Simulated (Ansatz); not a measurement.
**C₂H₅GeSb: one species, many methods**

One table from this session's results is given with a row withheld; the runs are named, their logs left out.

The runs use Ansatz 0.2.0, Gaussian basis; functionals in def2-TZVPP, the program's frozen cores in correlated methods.

Plan: LDA (SPW92), PBE-D4, revPBE-D4, BLYP-D4, r2SCAN-D4, B97M-V, PBE0-D4, B3LYP-D4, r2SCANh-D4, r2SCAN0-D4, HSE06-D4, BHLYP-D4, CAM-B3LYP-D4, LC-ωPBE, ωB97X-V, ωB97M-V, B2PLYP, PBE-QIDH; CCSD(T)/def2-SVP; CCSD(T)/def2-TZVPP; MP2/def2-QZVPP; extrapolation to the limit; RPA on PBE.

## The relaxed structure

The geometry comes from an earlier relaxation with PBE0-D4 in a triple-zeta def2 set; it is a stationary point, not always the lowest conformer. Sb takes the def2 core potential; no spin-orbit term is included.

SMILES `C#[C][GeH2][SbH2]`, 9 atoms, charge 0, spin multiplicity 1.

Atoms are counted from 1 here; the program's logs count them from 0.

Bond lengths: C1–C2 1.206 Å, C1–H5 1.066 Å, C2–Ge3 1.901 Å, Ge3–Sb4 2.621 Å, Ge3–H6 1.537 Å, Ge3–H7 1.535 Å, Sb4–H8 1.708 Å, Sb4–H9 1.710 Å. Angles: C2–C1–H5 179.4°, C1–C2–Ge3 177.3°, C2–Ge3–Sb4 106.9°, C2–Ge3–H6 108.0°, C2–Ge3–H7 108.2°, Sb4–Ge3–H6 110.3°, Sb4–Ge3–H7 113.5°, H6–Ge3–H7 109.8°, Ge3–Sb4–H8 90.5°, Ge3–Sb4–H9 90.8°, H8–Sb4–H9 91.2°.

Set-up of the first run:

File in.yaml:

```yaml
crystal:
  periodic: [false, false, false]
  atoms:
    - {symbol: C, position_ang: [2.267884, -0.640775, -1.254336]}
    - {symbol: C, position_ang: [1.318144, -0.042208, -0.814287]}
    - {symbol: Ge, position_ang: [-0.197099, 0.829909, -0.067897]}
    - {symbol: Sb, position_ang: [-1.107749, -0.724586, 1.835342]}
    - {symbol: H, position_ang: [3.109366, -1.161822, -1.649899]}
    - {symbol: H, position_ang: [0.267396, 2.173451, 0.516694]}
    - {symbol: H, position_ang: [-1.211886, 1.076673, -1.193427]}
    - {symbol: H, position_ang: [-1.814575, -1.756636, 0.672679]}
    - {symbol: H, position_ang: [-2.542979, 0.199694, 1.938132]}
basis:
  gaussian: {orbitals: def2-TZVPP}
hamiltonian: {xc: lda}
output: {orbitals: {seedname: orbitals}}
```

Steps of the session up to this table: LDA; PBE-D4 (GGA); revPBE-D4 (GGA); BLYP-D4 (GGA); r2SCAN-D4 (meta-GGA); B97M-V (meta-GGA); PBE0-D4 (hybrid); B3LYP-D4 (hybrid); r2SCANh-D4 (hybrid); r2SCAN0-D4 (hybrid); HSE06-D4 (hybrid); BHLYP-D4 (hybrid); CAM-B3LYP-D4 (range-separated); LC-ωPBE (range-separated); ωB97X-V (range-separated); ωB97M-V (range-separated); B2PLYP (double hybrid); PBE-QIDH (double hybrid).

One of the session's tables, all rows but one given; the rest of the session is left out.

It belongs to the step «Orbital energies across the functionals». 

| functional | HOMO (eV) | gap (eV) |
| --- | --- | --- |
| LDA (SPW92) | -6.42 | 4.62 |
| PBE-D4 | -6.26 | 4.69 |
| revPBE-D4 | -6.21 | 4.71 |
| BLYP-D4 | ? | ? |
| r2SCAN-D4 | -6.49 | 5.13 |
| B97M-V | -6.45 | 5.07 |
| PBE0-D4 | -7.22 | 6.40 |
| B3LYP-D4 | -7.04 | 5.98 |
| r2SCANh-D4 | -6.85 | 5.75 |
| r2SCAN0-D4 | -7.38 | 6.68 |
| HSE06-D4 | -6.84 | 5.66 |
| BHLYP-D4 | -8.05 | 8.01 |
| CAM-B3LYP-D4 | -8.39 | 8.47 |
| LC-ωPBE | -9.61 | 10.75 |
| ωB97X-V | -9.31 | 10.36 |
| ωB97M-V | -9.19 | 10.01 |

Q: Estimate the row for BLYP-D4 from the others.

Worked estimate for «HOMO (eV)». Against the share of exact exchange, B3LYP-D4 (0.2, -7.04), BHLYP-D4 (0.5, -8.05) give a slope of -3.37 per unit share; at 0 the line stands at -6.37.

The run gave: HOMO (eV): -6.11; gap (eV): 4.61. In «HOMO (eV)» the line misses by -0.26.
